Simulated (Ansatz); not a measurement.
Crystal: CsLiCr2Te2S3.

```
CELL_PARAMETERS angstrom
3.60358 0.00000 0.00000
-1.80179 3.12079 0.00000
0.00000 0.00000 19.06651
ATOMIC_POSITIONS crystal
Cs 0.00000 0.00000 0.37399
Li 0.66667 0.33333 0.01607
Cr 0.00000 0.00000 0.86637
Cr 0.33333 0.66667 0.16833
Te 0.33333 0.66667 0.53891
Te 0.66667 0.33333 0.77276
S 0.00000 0.00000 0.10030
S 0.33333 0.66667 0.92920
S 0.66667 0.33333 0.23408
```

The cell was built by a generator and needn't be a form met in nature.

```yaml
Program: Ansatz 0.2.0
Task: relaxation of cell and atoms
Functional: r2SCAN
Dispersion: rVV10
Potentials_or_basis: Ansatz PAW
Cutoff: "500 eV (not typed: the program's choice for these potentials)"
k_mesh: 6 × 6 × 1
Occupations: fermi-dirac, width 0.05 eV
Spin: collinear spin, ferromagnetic start
Starting_moments: "[0.0, 0.0, 3.0, 3.0, 0.0, 0.0, 0.0, 0.0, 0.0] μB"
```

At the start: volume 23.82 Å³/atom.

Question: How do energy, volume and symmetry change on relaxing?

Answer: It ends after 6 steps and the volume is 22.60 Å³/atom (-5.1 %); space group P3m1 (No. 156, to 0.05 Å); moment 5.99 μB per cell.

Step by step:
```csv
step,energy change (eV),largest force (eV/Å),volume (Å³)
1,0.0000,0.2872,214.42
2,-0.0502,0.1356,205.98
3,-0.0632,0.0841,201.31
4,-0.0674,0.0363,203.71
5,-0.0679,0.0099,203.39
6,-0.0662,0.0097,203.39
```

Final structure:
```
CELL_PARAMETERS angstrom
3.57804 0.00000 0.00000
-1.78902 3.09867 0.00000
0.00000 0.00000 18.34441
ATOMIC_POSITIONS crystal
Cs 0.00000 0.00000 0.38353
Li 0.66667 0.33333 0.01210
Cr 0.00000 0.00000 0.85585
Cr 0.33333 0.66667 0.17098
Te 0.33333 0.66667 0.55505
Te 0.66667 0.33333 0.75823
S 0.00000 0.00000 0.09993
S 0.33333 0.66667 0.92389
S 0.66667 0.33333 0.24043
```

Caveat: the magnetic or orbital state may not be the lowest; the plane-wave basis is chosen anew once the cell has moved, so the energies of steps on either side of that aren't comparable; only a ferromagnetic start was run, and an antiferromagnetic order may lie lower in energy; the PAW data sets come from PBE, with cores solved anew for the run's functional, which leaves a small shift of forces and pressure.
